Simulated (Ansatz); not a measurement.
**C₃H₉MgN: up Jacob's ladder to CCSD(T)**

One table from this session's results is given with a row withheld; the runs are named, their logs left out.

The runs use Ansatz 0.2.0, Gaussian basis; functionals in def2-TZVPP, the program's frozen cores in correlated methods.

The runs, in order: LDA (SPW92), PBE-D4, revPBE-D4, BLYP-D4, r2SCAN-D4, B97M-V, PBE0-D4, B3LYP-D4, r2SCANh-D4, r2SCAN0-D4, HSE06-D4, BHLYP-D4, CAM-B3LYP-D4, LC-ωPBE, ωB97X-V, ωB97M-V, B2PLYP, PBE-QIDH; CCSD(T)/def2-SVP; CCSD(T)/def2-TZVPP; MP2/def2-QZVPP; extrapolation to the limit; RPA on PBE.

## The relaxed structure

The geometry comes from an earlier relaxation with PBE0-D4 in a triple-zeta def2 set; it is a stationary point, not always the lowest conformer.

SMILES `C[CH](C)[Mg][NH2]`, 14 atoms, charge 0, spin multiplicity 1.

Atoms are counted from 1 here; the program's logs count them from 0.

Bond lengths: C1–C2 1.528 Å, C1–H6 1.101 Å, C1–H7 1.095 Å, C1–H8 1.096 Å, C2–C3 1.528 Å, C2–Mg4 2.112 Å, C2–H9 1.099 Å, C3–H10 1.095 Å, C3–H11 1.101 Å, C3–H12 1.096 Å, Mg4–N5 1.893 Å, N5–H13 1.010 Å, N5–H14 1.010 Å. Angles: C2–C1–H6 111.6°, C2–C1–H7 112.7°, C2–C1–H8 112.0°, H6–C1–H7 106.9°, H6–C1–H8 106.2°, H7–C1–H8 107.1°, C1–C2–C3 110.3°, C1–C2–Mg4 112.9°, C1–C2–H9 107.4°, C3–C2–Mg4 113.0°, C3–C2–H9 107.4°, Mg4–C2–H9 105.5°, C2–C3–H10 112.7°, C2–C3–H11 111.6°, C2–C3–H12 112.0°, H10–C3–H11 106.9°, H10–C3–H12 107.0°, H11–C3–H12 106.2° and more.

Set-up of the first run:

in.yaml

```yaml
crystal:
  periodic: [false, false, false]
  atoms:
    - {symbol: C, position_ang: [-0.520721, 0.533748, 1.633883]}
    - {symbol: C, position_ang: [0.477558, 0.307227, 0.499954]}
    - {symbol: C, position_ang: [1.325469, -0.931824, 0.781508]}
    - {symbol: Mg, position_ang: [-0.437613, 0.264998, -1.402580]}
    - {symbol: N, position_ang: [-1.262385, 0.226898, -3.106332]}
    - {symbol: H, position_ang: [-0.018069, 0.585646, 2.611691]}
    - {symbol: H, position_ang: [-1.087876, 1.462987, 1.518721]}
    - {symbol: H, position_ang: [-1.250107, -0.280951, 1.706926]}
    - {symbol: H, position_ang: [1.155367, 1.172576, 0.480342]}
    - {symbol: H, position_ang: [2.116632, -1.080368, 0.039641]}
    - {symbol: H, position_ang: [1.816818, -0.871434, 1.764565]}
    - {symbol: H, position_ang: [0.722466, -1.846834, 0.795774]}
    - {symbol: H, position_ang: [-0.923114, -0.249802, -3.929026]}
    - {symbol: H, position_ang: [-2.127325, 0.678030, -3.366263]}
basis:
  gaussian: {orbitals: def2-TZVPP}
hamiltonian: {xc: lda}
output: {orbitals: {seedname: orbitals}}
```

Steps of the session up to this table: LDA; PBE-D4 (GGA); revPBE-D4 (GGA); BLYP-D4 (GGA); r2SCAN-D4 (meta-GGA); B97M-V (meta-GGA); PBE0-D4 (hybrid); B3LYP-D4 (hybrid); r2SCANh-D4 (hybrid); r2SCAN0-D4 (hybrid); HSE06-D4 (hybrid); BHLYP-D4 (hybrid); CAM-B3LYP-D4 (range-separated); LC-ωPBE-D4 (range-separated; the results give it without D4); ωB97X-V (range-separated); ωB97M-V (range-separated); B2PLYP (double hybrid); PBE-QIDH (double hybrid).

One of the session's tables, all rows but one given; the rest of the session is left out.

It belongs to the step «Orbital energies across the functionals». 

```
  functional  HOMO (eV)  gap (eV)
 LDA (SPW92)      -4.98      3.46
      PBE-D4          ?         ?
   revPBE-D4      -4.73      3.46
     BLYP-D4      -4.68      3.36
   r2SCAN-D4      -5.07      4.13
      B97M-V      -5.08      3.69
     PBE0-D4      -6.14      5.46
    B3LYP-D4      -5.92      4.98
  r2SCANh-D4      -5.58      4.85
  r2SCAN0-D4      -6.25      5.82
    HSE06-D4      -5.73      4.70
    BHLYP-D4      -7.23      7.08
CAM-B3LYP-D4      -7.50      7.52
     LC-ωPBE      -8.75      9.80
     ωB97X-V      -8.44      9.33
     ωB97M-V      -8.35      8.80
```

**Question.** Estimate the row for PBE-D4.

**Answer.** HOMO (eV): -4.79; gap (eV): 3.44. In the column «HOMO (eV)» it lies between LDA (SPW92) (-4.98) and revPBE-D4 (-4.73).
